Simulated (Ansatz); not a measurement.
AlSn:

```xyz
2
Lattice="4.1981 0.0000 0.0000 -2.0991 3.6357 0.0000 0.0000 0.0000 3.3068" Properties=species:S:1:pos:R:3 pbc="T T T"
Sn    0.0000    2.4238    1.6534
Al    0.0000    0.0000    0.0000
```

The cell comes from a database or a generator and needn't be the stable form of this composition.

| Item | Value |
| --- | --- |
| Program | Ansatz 0.2.0 |
| Task | relaxation of cell and atoms |
| Functional | PBE |
| Dispersion | D3(BJ) |
| Potentials or basis | Ansatz PAW |
| Cutoff | 420 eV (not typed: the program's choice for these potentials) |
| k mesh | 7 × 7 × 8 |
| Occupations | fermi-dirac, width 0.05 eV |
| Spin | no spin polarisation |

At the start: volume 25.24 Å³/atom.

**Question.** How do energy, volume and symmetry change on relaxing?

**Answer.** It ends after 5 steps and the volume is 24.32 Å³/atom (-3.6 %); space group P-6m2 (No. 187, to 0.05 Å).

The path:
| step | energy change (eV) | largest force (eV/Å) | volume (Å³) |
| --- | --- | --- | --- |
| 1 | 0.0000 | 0.0000 | 50.47 |
| 2 | -0.0102 | 0.0000 | 47.99 |
| 3 | -0.0116 | 0.0000 | 48.68 |
| 4 | -0.0116 | 0.0000 | 48.64 |
| 5 | -0.0112 | 0.0000 | 48.64 |

Final structure:
```cif
data_structure
_symmetry_space_group_name_H-M 'P 1'
_symmetry_Int_Tables_number 1
_cell_length_a 4.1345
_cell_length_b 4.1345
_cell_length_c 3.2856
_cell_angle_alpha 90.000
_cell_angle_beta 90.000
_cell_angle_gamma 120.000
_cell_volume 48.64
loop_
_atom_site_label
_atom_site_type_symbol
_atom_site_fract_x
_atom_site_fract_y
_atom_site_fract_z
_atom_site_occupancy
Sn1 Sn 0.33333 0.66667 0.50000 1
Al1 Al 0.00000 0.00000 0.00000 1
```

Caveat: the plane-wave basis is chosen anew once the cell has moved, so the energies of steps on either side of that aren't comparable; pairwise dispersion overbinds metals, which lowers pressure and volume.
